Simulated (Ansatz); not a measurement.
# C2H5FSSi: up Jacob's ladder to CCSD(T)

One table from this session's results is given with a row withheld; the runs are named, their logs left out.

The runs use Ansatz 0.2.0, Gaussian basis; functionals in def2-TZVPP, the program's frozen cores in correlated methods.

The runs, in order: PBE-D4, r2SCAN-D4, PBE0-D4, B3LYP-D4, ωB97X-V, ωB97M-V, B2PLYP; CCSD(T)/def2-TZVPP; MP2/def2-QZVPP; extrapolation to the limit.

## The relaxed structure

All runs share one geometry, relaxed beforehand with PBE0-D4 in a triple-zeta def2 set.

10 atoms, charge 0, spin multiplicity 1.

Atoms are counted from 1 here; the program's logs count them from 0.

Bond lengths: F1–C2 1.371 Å, C2–C3 1.526 Å, C2–S5 1.847 Å, C2–H6 1.092 Å, C3–Si4 1.880 Å, C3–H7 1.092 Å, C3–H8 1.090 Å, Si4–S5 2.137 Å, Si4–H9 1.485 Å, Si4–H10 1.485 Å. Angles: F1–C2–C3 112.6°, F1–C2–S5 111.2°, F1–C2–H6 106.9°, C3–C2–S5 103.6°, C3–C2–H6 113.5°, S5–C2–H6 109.0°, C2–C3–Si4 93.7°, C2–C3–H7 108.2°, C2–C3–H8 114.4°, Si4–C3–H7 109.4°, Si4–C3–H8 121.0°, H7–C3–H8 109.0°, C3–Si4–S5 82.6°, C3–Si4–H9 117.9°, C3–Si4–H10 115.5°, S5–Si4–H9 116.3°, S5–Si4–H10 114.4°, H9–Si4–H10 108.5° and more.

Set-up of the first run:

Contents of in.yaml:

```yaml
crystal:
  periodic: [false, false, false]
  atoms:
    - {symbol: F, position_ang: [-2.234439, 0.527844, 0.445669]}
    - {symbol: C, position_ang: [-0.869021, 0.618009, 0.530809]}
    - {symbol: C, position_ang: [-0.172926, 0.244442, -0.774874]}
    - {symbol: Si, position_ang: [1.128425, -0.809692, 0.079493]}
    - {symbol: S, position_ang: [-0.193247, -0.598362, 1.745713]}
    - {symbol: H, position_ang: [-0.637872, 1.628228, 0.873452]}
    - {symbol: H, position_ang: [-0.844147, -0.401110, -1.345971]}
    - {symbol: H, position_ang: [0.111489, 1.095550, -1.393214]}
    - {symbol: H, position_ang: [1.341240, -2.191473, -0.420851]}
    - {symbol: H, position_ang: [2.453697, -0.164636, 0.262771]}
basis:
  gaussian: {orbitals: def2-TZVPP}
hamiltonian: {xc: pbe, dispersion: d4}
output: {forces: true, orbitals: {seedname: orbitals}}
```

On the command line:

```sh
$ ansatz run in.yaml --threads 4 --pin off --events-out ev --progress --plain --max-ram 10444MiB
```

Among the steps run: PBE-D4 (GGA); r2SCAN-D4 (meta-GGA); PBE0-D4 (hybrid); B3LYP-D4 (hybrid); ωB97X-V (range-separated); ωB97M-V (range-separated); B2PLYP (double hybrid); CCSD(T) in def2-TZVPP; MP2 in def2-QZVPP.

One table of the session follows, with a row left open; its other results are not shown here.

| method | atomisation energy (kJ/mol) |
| --- | --- |
| PBE-D4 | 3731.5 |
| r2SCAN-D4 | 3665.6 |
| PBE0-D4 | 3667.3 |
| B3LYP-D4 | 3628.7 |
| ωB97X-V | 3673.0 |
| ωB97M-V | 3667.0 |
| B2PLYP | 3591.7 |
| HF/def2-TZVPP | 2630.5 |
| MP2/def2-TZVPP | 3612.6 |
| CCSD/def2-TZVPP | ? |
| CCSD(T)/def2-TZVPP | 3542.0 |
| MP2/CBS | 3716.5 |
| CCSD(T)/CBS | 3645.9 |

**Question.** Estimate the row for CCSD/def2-TZVPP.

As computed: atomisation energy (kJ/mol): 3479.8. In the column «atomisation energy (kJ/mol)» it lies between HF/def2-TZVPP (2630.5) and CCSD(T)/def2-TZVPP (3542.0).

Limits of these values: Free atoms (1 F, 2 C, 1 Si, 1 S, 5 H) were run apart at each level; the atomisation energy is their sum less the molecule, without zero-point or spin-orbit terms.
